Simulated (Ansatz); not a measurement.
# CuF: the cell at several levels of theory

How does the equilibrium cell of CuF (NiAs type) depend on the functional? It is relaxed with PBE, r2SCAN, PBEsol, LDA and HSE06. This is a trial cell built on a prototype, not taken from a measured structure, and it needn't be the compound's ground state.

Code: Ansatz 0.2.0. PAW datasets, plane waves, zero pressure. No spin polarisation and no zero-point or thermal motion; the cell was built from a prototype and may be hypothetical.

### 1 The cell

This is the cell as the run starts from it, not yet at rest; its lengths are not the crystal's.

The symmetry is P6_3/mmc (No. 194, hexagonal); a = 2.569 Å, c = 4.187 Å in the conventional setting, 5.98 Å³ an atom. Near Cu stand 6 F at 1.82 Å; near F stand 6 Cu at 1.82 Å.

As a file:

```cif
data_structure
_symmetry_space_group_name_H-M 'P 1'
_symmetry_Int_Tables_number 1
_cell_length_a 2.5690
_cell_length_b 2.5690
_cell_length_c 4.1875
_cell_angle_alpha 90.000
_cell_angle_beta 90.000
_cell_angle_gamma 120.000
_cell_volume 23.93
loop_
_atom_site_label
_atom_site_type_symbol
_atom_site_fract_x
_atom_site_fract_y
_atom_site_fract_z
_atom_site_occupancy
Cu1 Cu 0.00000 0.00000 0.00000 1
Cu2 Cu 0.00000 0.00000 0.50000 1
F1 F 0.33333 0.66667 0.25000 1
F2 F 0.66667 0.33333 0.75000 1
```

### 2 Relaxation with PBE

The input, input.yaml:

```yaml
crystal:
  lattice:
    - [2.56901436, 0.0, 0.0]
    - [-1.28450718, 2.2248316984, 0.0]
    - [0.0, 0.0, 4.1874934068]
  atoms:
    - { symbol: Cu, position: [0.0, 0.0, 0.0] }
    - { symbol: Cu, position: [0.0, 0.0, 0.5] }
    - { symbol: F, position: [0.3333333333, 0.6666666667, 0.25] }
    - { symbol: F, position: [0.6666666667, 0.3333333333, 0.75] }
kpoints:
  mp_grid: { grid: [12, 12, 6] }
hamiltonian:
  xc: pbe
scf:
  occupations: { method: fermi_dirac, width: 0.02 }
relax:
  f_tol: 0.005
  cell: {}
output:
  write_density: true
  write_potential: true
  elf: true
  volumetric_format: npy
```

Started as:

```sh
> ansatz run input.yaml --threads 2 --pin off --max-ram 2211MiB --backend cpu --events-out ev --progress --plain --runs-dir out
```

The runs that follow: Relaxation with r2SCAN; Relaxing with PBEsol; LDA: cell and atoms; Relaxation with HSE06.

What does the calculation give? Wanted: for each run, a; c; volume; space group; SCF geometries.

As calculated:

| level | a (Å) | c (Å) | volume (Å³/atom) | space group | SCF geometries |
| --- | --- | --- | --- | --- | --- |
| PBE | 3.297 | 5.201 | 12.237 | P6_3/mmc | 24 |
| r2SCAN | 2.763 | 6.402 | 10.578 | P6_3/mmc | 17 |
| PBEsol | 3.211 | 5.111 | 11.405 | P6_3/mmc | 8 |
| LDA | 3.153 | 5.011 | 10.787 | P6_3/mmc | 9 |

In words: From the start to the first minimum the volume moved by +104.5 %. r2SCAN gives the smallest cell and PBE the largest; they differ by 15.7 % in volume, a mean of 5.0 % in length. LDA's volume lies 11.8 % below PBE's. The meshes differ: PBE 12×12×6, r2SCAN 12×12×4, PBEsol 12×12×4, LDA 12×12×4, HSE06 6×6×4.
